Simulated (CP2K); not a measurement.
The system is GeCN2.

```
Ge N C
1.0
     5.34003    0.00000    0.00000
     4.13491    3.37912    0.00000
     4.13491    1.47466    3.04036
Ge N C
1 2 1
Direct
  0.00000 0.00000 0.00000
  0.58390 0.58390 0.58390
  0.41610 0.41610 0.41610
  0.50000 0.50000 0.50000
```

The cell comes from a database or a generator and needn't be the stable form of this composition.

Base run:

```yaml
Program: CP2K 2026.2
Functional: PBE
Potentials_or_basis: POTENTIAL_UZH Ge GTH-PBE-q4, N GTH-PBE-q5, C GTH-PBE-q4; TZVP-MOLOPT-PBE-GTH basis
Density_cutoff: 6123 eV
k_mesh: 9 × 9 × 9
Occupations: fermi-dirac, width 0.05 eV
Spin: no spin polarisation
```

Its results: band gap on the k mesh 1.14 eV, indirect (least direct gap 2.00 eV); pressure 0.9 GPa; largest force 0.246 eV/Å.

Q: The run is repeated on the same cell with these changes: functional from PBE to PBEsol; occupations from fermi-dirac, width 0.05 eV to fermi-dirac, width 0.01 eV. What comes out?

A: Band gap on the k mesh 0.99 eV, indirect (least direct gap 1.83 eV); pressure -0.7 GPa; largest force 0.517 eV/Å.

Caveats: the basis of atomic orbitals isn't converged, which shifts pressures, moduli and gaps; the potentials were made for another functional, which shifts forces and pressure (some runs).

A k mesh can miss the band edges.
